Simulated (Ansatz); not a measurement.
# CH4N2Si: two geometries relaxed

All numbers below are computed with Ansatz 0.2.0 (RKS PBE-D4/def2-SVP).

## 1. Starting point

Bond lengths: N1–Si2 1.635 Å, Si2–C3 1.751 Å, Si2–N4 1.801 Å, C3–N4 1.280 Å, N1–H5 1.051 Å, N1–H6 1.032 Å, Si2–H7 1.507 Å, C3–H8 1.067 Å. Angles: N1–Si2–C3 119.2°, N1–Si2–N4 92.8°, N1–Si2–H7 107.3°, C3–Si2–N4 42.2°, C3–Si2–H7 118.8°, N4–Si2–H7 102.6°, Si2–N1–H5 106.0°, Si2–N1–H6 110.8°, H5–N1–H6 100.7°, Si2–C3–N4 71.0°, Si2–C3–H8 152.1°, N4–C3–H8 135.7°, Si2–N4–C3 66.8°.

As a file:

```xyz
8

N    -0.6297    1.3244    0.0250
Si    0.2642    0.1215    0.6787
C    -0.0472   -1.5324    0.1965
N     0.2410   -0.8427   -0.8420
H    -1.2076    0.8779   -0.7313
H    -0.0379    1.9579   -0.5342
H     1.6905    0.6048    0.7388
H    -0.1813   -2.5685    0.4127
```

## 2. End point A

The input, input.yaml:

```yaml
crystal:
  periodic: [false, false, false]
  atoms:
    - { symbol: "N", position_ang: [-0.6297, 1.3244, 0.025] }
    - { symbol: Si, position_ang: [0.2642, 0.1215, 0.6787] }
    - { symbol: C, position_ang: [-0.0472, -1.5324, 0.1965] }
    - { symbol: "N", position_ang: [0.241, -0.8427, -0.842] }
    - { symbol: H, position_ang: [-1.2076, 0.8779, -0.7313] }
    - { symbol: H, position_ang: [-0.0379, 1.9579, -0.5342] }
    - { symbol: H, position_ang: [1.6905, 0.6048, 0.7388] }
    - { symbol: H, position_ang: [-0.1813, -2.5685, 0.4127] }
basis:
  gaussian: { orbitals: def2-SVP }
hamiltonian:
  xc: pbe
  dispersion: d4
relax:
  f_tol: 0.015
  max_steps: 40
```

Run with:

```
$ ansatz run input.yaml --threads 1 --pin off --max-ram 2048MiB --backend cpu --events-out ev --progress --plain --runs-dir out
```

**Question.** How long does this run take on 1 thread of an Arm CPU, shared host, and how much memory does it need?

About 19 s, with a peak of 0.12 GiB.
